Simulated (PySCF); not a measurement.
# 1,1-difluoro-2-vinylcyclopropane (C5H6F2): NMR shifts at several levels of theory, part 1 of 2

How much do the NMR shifts of 1,1-difluoro-2-vinylcyclopropane (C5H6F2) (`C=C[C@@H]1CC1(F)F`) depend on the level of theory, and what does each level cost?

The runs use PySCF 2.14.0, with density-fitted response routines of our own; the level of theory stands in each step. All values are computed, except where a source is named. Atoms count from 0, in the outputs and in this text.

**1. The molecule as given**

13 atoms, charge 0, multiplicity 1; geometry from: GFN2-xTB. The atoms were then displaced at random by about 0.01 Å, so the start is not that level's minimum.

Bonds of the start (Å): C0–C1 1.34, C1–C2 1.49, C2–C3 1.48, C3–C4 1.48, C4–F5 1.34, C4–F6 1.36, C4–C2 1.49, C0–H7 1.08, C0–H8 1.05, C1–H9 1.09, C2–H10 1.07, C3–H11 1.09, C3–H12 1.09.

**2. Optimising the geometry at PBE0-D3(BJ)/def2-SVP**

What the job is given:

```
{"job": {"xc": "PBE0", "basis": "def2-SVP", "d3": "d3bj", "grid": 1, "shake": 0.01, "kind": "geom"}, "charge": 0, "multiplicity": 1}
C      2.253330     0.427690    -0.255030
C      1.002840     0.332110     0.222450
C     -0.167170    -0.105070    -0.585840
C     -1.499910     0.472810    -0.298010
C     -1.222500    -0.941680     0.043450
F     -1.782030    -1.941250    -0.645370
F     -1.121540    -1.316830     1.343500
H      3.070680     0.777570     0.351220
H      2.456970     0.238930    -1.270090
H      0.796190     0.552610     1.272560
H      0.067320    -0.343260    -1.601370
H     -2.189340     0.647470    -1.120480
H     -1.659000     1.182030     0.510360
```

Launch:

```bash
OMP_NUM_THREADS=1 python probes_run.py task.json out
```

One launch serves the whole session: the jobs run in the order shown.

Standard output:

```text
step   0  E = -393.05689849  max force = 0.034670
step   1  E = -393.06215452  max force = 0.010531
step   2  E = -393.06243319  max force = 0.001795
step   3  E = -393.06246968  max force = 0.002416
step   4  E = -393.06249172  max force = 0.001467
step   5  E = -393.06250527  max force = 0.000711
step   6  E = -393.06251644  max force = 0.000515
step   7  E = -393.06251961  max force = 0.001405
step   8  E = -393.06252206  max force = 0.001591
step   9  E = -393.06253054  max force = 0.000874
step  10  E = -393.06253678  max force = 0.000914
step  11  E = -393.06254079  max force = 0.000710
step  12  E = -393.06254285  max force = 0.000404
optimisation converged
```

Wall time 2 min (1 thread of Arm Neoverse N1, shared host); peak memory 0.5 GiB.

Relaxation path:

```csv
step,energy from step 0 (eV),largest force component (eV/Å)
0,0.0000,1.7828
1,-0.1430,0.5415
2,-0.1506,0.0923
3,-0.1516,0.1242
4,-0.1522,0.0754
5,-0.1526,0.0366
6,-0.1529,0.0265
7,-0.1530,0.0722
8,-0.1530,0.0818
9,-0.1533,0.0449
10,-0.1534,0.0470
11,-0.1535,0.0365
12,-0.1536,0.0208
```

Close pairs (by a distance rule), those that changed most:

```csv
bond,before (Å),after (Å),change (Å)
C2–C3,1.481,1.547,+0.066
C0–H8,1.052,1.095,+0.042
C2–H10,1.069,1.095,+0.026
C4–F6,1.357,1.339,-0.018
C0–H7,1.076,1.092,+0.016
C1–C2,1.488,1.474,-0.014
C3–C4,1.481,1.468,-0.013
C0–C1,1.342,1.334,-0.008
```

The end geometry stands in the next job.

```csv
at the end point,value
point group (found at 0.08 Å tolerance),C1
"rotational constants (GHz, main isotopes)","5.111, 1.708, 1.612"
dipole moment (D),1.83
```

**3. Nuclear shieldings: PBE/pcSseg-1**

What the job is given:

```
{"job": {"kind": "nmr", "xc": "PBE", "basis": "pcSseg-1", "pop": false}, "charge": 0, "multiplicity": 1}
C      2.221375     0.511683    -0.430670
C      1.028465     0.348580     0.144429
C     -0.163471    -0.175705    -0.545360
C     -1.560338     0.415954    -0.242885
C     -1.198743    -0.935997     0.201326
F     -1.767691    -1.998542    -0.376633
F     -1.019222    -1.167580     1.507664
H      3.073543     0.900744     0.131318
H      2.388881     0.259678    -1.482559
H      0.896526     0.606254     1.201585
H     -0.014865    -0.502475    -1.579541
H     -2.253975     0.513784    -1.080713
H     -1.611756     1.198741     0.517983
```

Level: GIAO PBE/pcSseg-1 NMR shielding, non-relativistic, gas phase.

Standard output:

```text
coarse grid: 11328 points
cycle   1  E = -393.1076878359  dE =  8.969e-01  |g| = 7.465e-01  |ddm| = 3.277e+00
cycle   2  E = -392.9306852064  dE =  1.770e-01  |g| = 1.252e+00  |ddm| = 1.381e+00
cycle   3  E = -393.2112840733  dE = -2.806e-01  |g| = 1.435e-01  |ddm| = 8.925e-01
cycle   4  E = -393.2154065001  dE = -4.122e-03  |g| = 6.150e-02  |ddm| = 1.740e-01
cycle   5  E = -393.2161294638  dE = -7.230e-04  |g| = 3.200e-02  |ddm| = 7.617e-02
cycle   6  E = -393.2163872063  dE = -2.577e-04  |g| = 5.194e-03  |ddm| = 2.611e-02
cycle   7  E = -393.2163926278  dE = -5.421e-06  |g| = 2.433e-03  |ddm| = 6.521e-03
final grid: 111480 points
cycle   8  E = -393.2908706624  dE = -3.563e-05  |g| = 1.561e-02  |ddm| = 4.255e-02
cycle   9  E = -393.2907672345  dE =  1.034e-04  |g| = 2.845e-02  |ddm| = 3.436e-02
cycle  10  E = -393.2909210160  dE = -1.538e-04  |g| = 2.440e-03  |ddm| = 2.277e-02
cycle  11  E = -393.2909221794  dE = -1.163e-06  |g| = 5.488e-04  |ddm| = 2.246e-03
cycle  12  E = -393.2909222300  dE = -5.066e-08  |g| = 3.322e-04  |ddm| = 7.092e-04
cycle  13  E = -393.2909222590  dE = -2.899e-08  |g| = 4.917e-05  |ddm| = 3.202e-04
cycle  14  E = -393.2909222595  dE = -5.201e-10  |g| = 1.739e-05  |ddm| = 6.059e-05
converged SCF energy = -393.2909222595

GIAO shielding tensors (ppm)
atom      isotropic    diamagn.    paramagn.     s11        s22        s33       span
  0 C       58.896     252.893    -193.998    -50.996     74.912    152.771    203.767
  1 C       38.710     252.423    -213.713    -77.178     47.316    145.992    223.171
  2 C      146.413     251.861    -105.447    115.549    133.599    190.092     74.543
  3 C      158.111     255.063     -96.952    139.110    153.125    182.097     42.987
  4 C       60.214     245.277    -185.062     39.125     45.128     96.389     57.264
  5 F      299.312     470.834    -171.522    173.921    320.622    403.394    229.473
  6 F      315.764     473.802    -158.038    197.691    328.571    421.029    223.338
  7 H       25.794      28.578      -2.784     22.690     24.975     29.718      7.027
  8 H       25.703      30.533      -4.830     22.070     25.203     29.838      7.768
  9 H       25.567      31.356      -5.789     23.084     23.864     29.753      6.669
 10 H       29.270      32.340      -3.070     24.340     28.862     34.608     10.268
 11 H       29.707      29.943      -0.236     25.197     27.202     36.722     11.524
 12 H       30.183      30.747      -0.564     25.745     28.349     36.456     10.711
```

Run time: 28 s. Hardware: 1 thread of Arm Neoverse N1, shared host; peak memory 0.79 GiB.

The references, computed at this level on geometries of the same kind, shield at (ppm): 1H TMS 31.20, 13C TMS 180.0, 19F CFCl3 144.7. Their shielding less the atom's gives the shift. The references are single molecules in the gas phase, so shifts against H2O, NH3, PH3, H3PO4 or CFCl3 are not on the usual liquid scales and can be off by tens of ppm.

```csv
atoms,environment,σ (ppm),δ (ppm)
C1,alkene CH,38.7,141.3
C0,terminal =CH2 carbon,58.9,121.1
C4,three-membered-ring carbon bearing a halogen,60.2,119.8
C2,three-membered-ring carbon,146.4,33.6
C3,three-membered-ring carbon,158.1,21.9
H9,hydrogen on an alkene CH,25.57,5.63
H8,hydrogen on a terminal =CH2 carbon,25.70,5.49
H7,hydrogen on a terminal =CH2 carbon,25.79,5.40
H10,hydrogen on a three-membered-ring carbon,29.27,1.93
H11,hydrogen on a three-membered-ring carbon,29.71,1.49
H12,hydrogen on a three-membered-ring carbon,30.18,1.01
F5,fluorine of a CF2 group,299.3,-154.6
F6,fluorine of a CF2 group,315.8,-171.0
```

Ring of atoms C2, C3, C4: NICS(0) -33.2, NICS(1) -6.0, NICS(1)zz -13.9 ppm (means of both faces).

In rings of three or four atoms NICS is ruled by the nearby σ bonds, so it says little on aromaticity.

**4. Nuclear shieldings: B3LYP/pcSseg-1**

Same as in step 3 but for these lines:

```diff
@@ -1,2 +1,2 @@
-{"job": {"kind": "nmr", "xc": "PBE", "basis": "pcSseg-1", "pop": false}, "charge": 0, "multiplicity": 1}
+{"job": {"kind": "nmr", "xc": "B3LYP", "basis": "pcSseg-1", "pop": false}, "charge": 0, "multiplicity": 1}
 C      2.221375     0.511683    -0.430670
```

Level: GIAO B3LYP/pcSseg-1 NMR shielding, non-relativistic, gas phase.

Standard output:

```text
coarse grid: 11328 points
cycle   1  E = -393.5765257991  dE =  1.039e+00  |g| = 7.289e-01  |ddm| = 3.228e+00
cycle   2  E = -393.4888926825  dE =  8.763e-02  |g| = 1.056e+00  |ddm| = 1.085e+00
cycle   3  E = -393.6701790344  dE = -1.813e-01  |g| = 8.975e-02  |ddm| = 6.537e-01
cycle   4  E = -393.6716649690  dE = -1.486e-03  |g| = 4.215e-02  |ddm| = 1.053e-01
cycle   5  E = -393.6720465745  dE = -3.816e-04  |g| = 1.549e-02  |ddm| = 4.543e-02
cycle   6  E = -393.6721034405  dE = -5.687e-05  |g| = 3.349e-03  |ddm| = 1.324e-02
cycle   7  E = -393.6721059222  dE = -2.482e-06  |g| = 1.065e-03  |ddm| = 3.292e-03
final grid: 111480 points
cycle   8  E = -393.7348268309  dE = -3.409e-05  |g| = 7.371e-03  |ddm| = 2.433e-02
cycle   9  E = -393.7348172299  dE =  9.601e-06  |g| = 1.067e-02  |ddm| = 1.297e-02
cycle  10  E = -393.7348370805  dE = -1.985e-05  |g| = 7.218e-04  |ddm| = 7.618e-03
cycle  11  E = -393.7348371800  dE = -9.946e-08  |g| = 1.920e-04  |ddm| = 6.543e-04
cycle  12  E = -393.7348371862  dE = -6.212e-09  |g| = 1.030e-04  |ddm| = 2.179e-04
cycle  13  E = -393.7348371888  dE = -2.625e-09  |g| = 2.085e-05  |ddm| = 1.018e-04
cycle  14  E = -393.7348371889  dE = -9.391e-11  |g| = 8.003e-06  |ddm| = 2.327e-05
converged SCF energy = -393.7348371889

GIAO shielding tensors (ppm)
atom      isotropic    diamagn.    paramagn.     s11        s22        s33       span
  0 C       56.213     252.892    -196.680    -60.260     76.358    152.540    212.800
  1 C       36.061     252.711    -216.651    -86.774     48.235    146.721    233.495
  2 C      147.545     251.635    -104.090    116.379    134.125    192.130     75.751
  3 C      158.329     254.987     -96.659    138.147    152.560    184.279     46.132
  4 C       62.542     244.823    -182.282     38.659     49.937     99.030     60.372
  5 F      315.040     471.575    -156.535    187.307    338.257    419.555    232.247
  6 F      330.367     474.552    -144.185    209.893    344.764    436.445    226.552
  7 H       26.026      28.703      -2.677     22.898     25.067     30.115      7.217
  8 H       25.921      30.648      -4.727     22.257     25.264     30.243      7.986
  9 H       25.824      31.532      -5.709     23.362     23.978     30.131      6.769
 10 H       29.515      32.319      -2.804     24.407     29.063     35.075     10.669
 11 H       29.924      30.010      -0.086     25.360     27.282     37.131     11.772
 12 H       30.400      30.918      -0.518     25.897     28.451     36.852     10.956
```

It took 20 s on 1 thread of Arm Neoverse N1, shared host; peak memory 0.85 GiB.

In short: δ C1 143.2, C0 123.0, C4 116.7, C2 31.7, H9 5.56, H8 5.46 ppm.

**5. NMR shieldings: PBE0/pcSseg-1**

Same as in step 4 but for these lines:

```diff
@@ -1,2 +1,2 @@
-{"job": {"kind": "nmr", "xc": "B3LYP", "basis": "pcSseg-1", "pop": false}, "charge": 0, "multiplicity": 1}
+{"job": {"kind": "nmr", "xc": "PBE0", "basis": "pcSseg-1", "pop": false}, "charge": 0, "multiplicity": 1}
 C      2.221375     0.511683    -0.430670
```

Level: GIAO PBE0/pcSseg-1 NMR shielding, non-relativistic, gas phase.

Standard output:

```text
coarse grid: 11328 points
cycle   1  E = -393.1685495219  dE =  1.082e+00  |g| = 6.775e-01  |ddm| = 3.225e+00
cycle   2  E = -393.1108444933  dE =  5.771e-02  |g| = 9.271e-01  |ddm| = 9.489e-01
cycle   3  E = -393.2508951619  dE = -1.401e-01  |g| = 7.439e-02  |ddm| = 5.675e-01
cycle   4  E = -393.2518580455  dE = -9.629e-04  |g| = 3.774e-02  |ddm| = 8.964e-02
cycle   5  E = -393.2521746267  dE = -3.166e-04  |g| = 1.256e-02  |ddm| = 3.995e-02
cycle   6  E = -393.2522117054  dE = -3.708e-05  |g| = 2.802e-03  |ddm| = 1.088e-02
cycle   7  E = -393.2522134585  dE = -1.753e-06  |g| = 8.044e-04  |ddm| = 2.664e-03
final grid: 111480 points
cycle   8  E = -393.3070015705  dE = -3.821e-05  |g| = 7.421e-03  |ddm| = 3.127e-02
cycle   9  E = -393.3069953693  dE =  6.201e-06  |g| = 9.758e-03  |ddm| = 1.344e-02
cycle  10  E = -393.3070139740  dE = -1.860e-05  |g| = 1.035e-03  |ddm| = 7.206e-03
cycle  11  E = -393.3070141702  dE = -1.962e-07  |g| = 2.349e-04  |ddm| = 8.859e-04
cycle  12  E = -393.3070141785  dE = -8.336e-09  |g| = 1.400e-04  |ddm| = 2.661e-04
cycle  13  E = -393.3070141833  dE = -4.802e-09  |g| = 1.667e-05  |ddm| = 1.287e-04
cycle  14  E = -393.3070141834  dE = -5.321e-11  |g| = 7.364e-06  |ddm| = 2.035e-05
converged SCF energy = -393.3070141834

GIAO shielding tensors (ppm)
atom      isotropic    diamagn.    paramagn.     s11        s22        s33       span
  0 C       60.482     253.537    -193.055    -56.150     79.541    158.055    214.205
  1 C       42.071     253.031    -210.960    -80.313     53.748    152.778    233.090
  2 C      153.933     251.609     -97.676    123.437    141.102    197.260     73.823
  3 C      164.137     255.337     -91.200    144.239    158.737    189.435     45.196
  4 C       69.686     244.906    -175.219     46.534     56.562    105.963     59.429
  5 F      319.413     470.920    -151.507    192.776    340.378    425.086    232.310
  6 F      334.121     473.569    -139.448    214.316    346.633    441.413    227.097
  7 H       25.771      28.557      -2.785     22.576     24.785     29.953      7.377
  8 H       25.689      30.308      -4.620     21.942     24.997     30.127      8.185
  9 H       25.628      31.036      -5.408     23.206     23.762     29.916      6.710
 10 H       29.353      32.012      -2.659     24.057     28.744     35.259     11.202
 11 H       29.775      29.986      -0.211     25.065     26.935     37.325     12.260
 12 H       30.243      30.594      -0.352     25.589     28.119     37.020     11.431
```

It took 20 s on 1 thread of Arm Neoverse N1, shared host; peak memory 0.85 GiB.

This run: δ C1 142.3, C0 123.9, C4 114.7, C2 30.5, H9 5.64, H8 5.58 ppm.

**6. Nuclear shieldings: HF/pcSseg-1**

Same as in step 5 but for these lines:

```diff
@@ -1,2 +1,2 @@
-{"job": {"kind": "nmr", "xc": "PBE0", "basis": "pcSseg-1", "pop": false}, "charge": 0, "multiplicity": 1}
+{"job": {"kind": "nmr", "xc": "HF", "basis": "pcSseg-1", "pop": false}, "charge": 0, "multiplicity": 1}
 C      2.221375     0.511683    -0.430670
```

Level: GIAO HF/pcSseg-1 NMR shielding, non-relativistic, gas phase.

Standard output:

```text
final grid: 111480 points
cycle   1  E = -391.4429955705  dE =  1.729e+00  |g| = 7.739e-01  |ddm| = 3.150e+00
cycle   2  E = -391.5523052630  dE = -1.093e-01  |g| = 4.554e-01  |ddm| = 7.551e-01
cycle   3  E = -391.5872228328  dE = -3.492e-02  |g| = 7.559e-02  |ddm| = 2.901e-01
cycle   4  E = -391.5891633696  dE = -1.941e-03  |g| = 1.845e-02  |ddm| = 1.004e-01
cycle   5  E = -391.5892696365  dE = -1.063e-04  |g| = 4.633e-03  |ddm| = 2.493e-02
cycle   6  E = -391.5892785918  dE = -8.955e-06  |g| = 1.511e-03  |ddm| = 7.559e-03
cycle   7  E = -391.5892796127  dE = -1.021e-06  |g| = 4.714e-04  |ddm| = 2.662e-03
cycle   8  E = -391.5892797078  dE = -9.509e-08  |g| = 1.371e-04  |ddm| = 7.975e-04
cycle   9  E = -391.5892797165  dE = -8.709e-09  |g| = 3.795e-05  |ddm| = 3.010e-04
cycle  10  E = -391.5892797174  dE = -9.270e-10  |g| = 1.742e-05  |ddm| = 8.135e-05
converged SCF energy = -391.5892797174

GIAO shielding tensors (ppm)
atom      isotropic    diamagn.    paramagn.     s11        s22        s33       span
  0 C       66.585     253.663    -187.078    -64.613     98.313    166.056    230.669
  1 C       49.274     253.332    -204.058    -88.988     72.920    163.891    252.879
  2 C      168.620     249.664     -81.045    139.350    154.657    211.851     72.500
  3 C      175.280     254.621     -79.341    154.011    167.958    203.872     49.861
  4 C       91.577     243.701    -152.123     63.341     83.507    127.884     64.544
  5 F      362.214     471.777    -109.563    237.615    380.122    468.903    231.289
  6 F      374.897     473.931     -99.034    256.542    383.526    484.624    228.083
  7 H       26.200      28.899      -2.699     22.785     24.704     31.110      8.325
  8 H       26.096      30.290      -4.195     22.236     24.893     31.157      8.921
  9 H       26.113      30.882      -4.769     23.362     24.460     30.516      7.154
 10 H       29.859      31.634      -1.775     23.876     28.937     36.764     12.888
 11 H       30.205      30.357      -0.153     25.129     26.766     38.718     13.589
 12 H       30.679      30.708      -0.030     25.653     28.057     38.326     12.674
```

Run time: 9.5 s. Hardware: 1 thread of Arm Neoverse N1, shared host; peak memory 0.85 GiB.

In short: δ C1 141.6, C0 124.3, C4 99.3, C2 22.2, H8 5.59, H9 5.57 ppm.

**7. Shielding tensors: B97-2/pcSseg-1**

Same as in step 6 but for these lines:

```diff
@@ -1,2 +1,2 @@
-{"job": {"kind": "nmr", "xc": "HF", "basis": "pcSseg-1", "pop": false}, "charge": 0, "multiplicity": 1}
+{"job": {"kind": "nmr", "xc": "B97-2", "basis": "pcSseg-1", "pop": false}, "charge": 0, "multiplicity": 1}
 C      2.221375     0.511683    -0.430670
```

Level: GIAO B97-2/pcSseg-1 NMR shielding, non-relativistic, gas phase.

Standard output:

```text
coarse grid: 11328 points
cycle   1  E = -393.4682292571  dE =  1.049e+00  |g| = 7.159e-01  |ddm| = 3.232e+00
cycle   2  E = -393.3944873411  dE =  7.374e-02  |g| = 1.007e+00  |ddm| = 1.020e+00
cycle   3  E = -393.5574425173  dE = -1.630e-01  |g| = 8.257e-02  |ddm| = 6.207e-01
cycle   4  E = -393.5587401179  dE = -1.298e-03  |g| = 3.808e-02  |ddm| = 9.875e-02
cycle   5  E = -393.5590568005  dE = -3.167e-04  |g| = 1.443e-02  |ddm| = 4.185e-02
cycle   6  E = -393.5591071673  dE = -5.037e-05  |g| = 2.766e-03  |ddm| = 1.226e-02
cycle   7  E = -393.5591088726  dE = -1.705e-06  |g| = 8.641e-04  |ddm| = 2.794e-03
final grid: 111480 points
cycle   8  E = -393.6015598229  dE = -6.110e-05  |g| = 9.172e-03  |ddm| = 3.666e-02
cycle   9  E = -393.6015487594  dE =  1.106e-05  |g| = 1.255e-02  |ddm| = 1.181e-02
cycle  10  E = -393.6015706027  dE = -2.184e-05  |g| = 8.916e-04  |ddm| = 7.725e-03
cycle  11  E = -393.6015707756  dE = -1.729e-07  |g| = 2.943e-04  |ddm| = 1.027e-03
cycle  12  E = -393.6015707930  dE = -1.734e-08  |g| = 1.326e-04  |ddm| = 3.225e-04
cycle  13  E = -393.6015707973  dE = -4.374e-09  |g| = 1.302e-05  |ddm| = 1.028e-04
cycle  14  E = -393.6015707974  dE = -3.433e-11  |g| = 4.946e-06  |ddm| = 1.483e-05
converged SCF energy = -393.6015707974

GIAO shielding tensors (ppm)
atom      isotropic    diamagn.    paramagn.     s11        s22        s33       span
  0 C       62.914     253.496    -190.582    -50.579     82.088    157.232    207.811
  1 C       44.735     253.068    -208.333    -74.461     56.584    152.082    226.544
  2 C      153.861     251.678     -97.816    123.753    140.983    196.849     73.096
  3 C      163.750     255.346     -91.595    143.968    158.217    189.067     45.099
  4 C       70.198     245.280    -175.082     47.044     57.363    106.186     59.142
  5 F      320.147     471.141    -150.993    194.667    341.685    424.090    229.424
  6 F      334.459     473.825    -139.365    215.716    347.823    439.840    224.124
  7 H       25.945      28.694      -2.749     22.789     24.956     30.092      7.303
  8 H       25.870      30.503      -4.633     22.200     25.164     30.245      8.045
  9 H       25.795      31.332      -5.536     23.410     23.966     30.010      6.600
 10 H       29.478      32.206      -2.728     24.224     28.918     35.292     11.067
 11 H       29.890      30.062      -0.172     25.229     27.120     37.321     12.092
 12 H       30.346      30.801      -0.455     25.740     28.297     37.001     11.261
```

Run time: 20 s. Hardware: 1 thread of Arm Neoverse N1, shared host; peak memory 0.85 GiB.

Key values: δ C1 139.0, C0 120.8, C4 113.5, C2 29.8, H9 5.58, H8 5.51 ppm.

**8. Shielding tensors: BLYP/pcSseg-1**

Same as in step 7 but for these lines:

```diff
@@ -1,2 +1,2 @@
-{"job": {"kind": "nmr", "xc": "B97-2", "basis": "pcSseg-1", "pop": false}, "charge": 0, "multiplicity": 1}
+{"job": {"kind": "nmr", "xc": "BLYP", "basis": "pcSseg-1", "pop": false}, "charge": 0, "multiplicity": 1}
 C      2.221375     0.511683    -0.430670
```

Level: GIAO BLYP/pcSseg-1 NMR shielding, non-relativistic, gas phase.

Standard output:

```text
coarse grid: 11328 points
cycle   1  E = -393.4230419185  dE =  8.958e-01  |g| = 8.025e-01  |ddm| = 3.278e+00
cycle   2  E = -393.2108500001  dE =  2.122e-01  |g| = 1.369e+00  |ddm| = 1.506e+00
cycle   3  E = -393.5396641212  dE = -3.288e-01  |g| = 1.531e-01  |ddm| = 9.774e-01
cycle   4  E = -393.5442166586  dE = -4.553e-03  |g| = 6.726e-02  |ddm| = 1.830e-01
cycle   5  E = -393.5450852270  dE = -8.686e-04  |g| = 3.459e-02  |ddm| = 8.326e-02
cycle   6  E = -393.5453860281  dE = -3.008e-04  |g| = 5.896e-03  |ddm| = 2.845e-02
cycle   7  E = -393.5453930891  dE = -7.061e-06  |g| = 2.709e-03  |ddm| = 7.261e-03
final grid: 111480 points
cycle   8  E = -393.6253279572  dE = -3.482e-05  |g| = 1.397e-02  |ddm| = 3.396e-02
cycle   9  E = -393.6252438484  dE =  8.411e-05  |g| = 2.596e-02  |ddm| = 3.063e-02
cycle  10  E = -393.6253638564  dE = -1.200e-04  |g| = 1.498e-03  |ddm| = 2.065e-02
cycle  11  E = -393.6253643086  dE = -4.522e-07  |g| = 3.570e-04  |ddm| = 1.381e-03
cycle  12  E = -393.6253643312  dE = -2.260e-08  |g| = 2.001e-04  |ddm| = 4.792e-04
cycle  13  E = -393.6253643408  dE = -9.527e-09  |g| = 4.747e-05  |ddm| = 1.787e-04
cycle  14  E = -393.6253643413  dE = -5.255e-10  |g| = 1.977e-05  |ddm| = 6.258e-05
converged SCF energy = -393.6253643413

GIAO shielding tensors (ppm)
atom      isotropic    diamagn.    paramagn.     s11        s22        s33       span
  0 C       54.987     252.259    -197.272    -55.756     72.993    147.725    203.481
  1 C       33.191     252.157    -218.966    -84.329     43.174    140.729    225.058
  2 C      141.034     251.780    -110.746    109.626    127.549    185.926     76.300
  3 C      153.012     254.686    -101.674    133.610    147.518    177.909     44.300
  4 C       54.553     245.093    -190.540     32.372     40.306     90.981     58.609
  5 F      298.648     471.572    -172.923    171.883    322.667    401.395    229.512
  6 F      315.438     474.825    -159.388    196.398    330.542    419.372    222.974
  7 H       26.091      28.762      -2.671     23.032     25.265     29.977      6.945
  8 H       25.981      30.878      -4.897     22.411     25.476     30.057      7.646
  9 H       25.818      31.855      -6.038     23.263     24.153     30.037      6.774
 10 H       29.494      32.633      -3.139     24.692     29.219     34.570      9.877
 11 H       29.911      30.008      -0.097     25.516     27.560     36.656     11.139
 12 H       30.394      31.090      -0.696     26.075     28.698     36.407     10.332
```

Run time: 28 s. Hardware: 1 thread of Arm Neoverse N1, shared host; peak memory 0.78 GiB.

This run: δ C1 142.1, C4 120.8, C0 120.3, C2 34.3, H9 5.54, H8 5.38 ppm.

(Continued in part 2 of 2.)
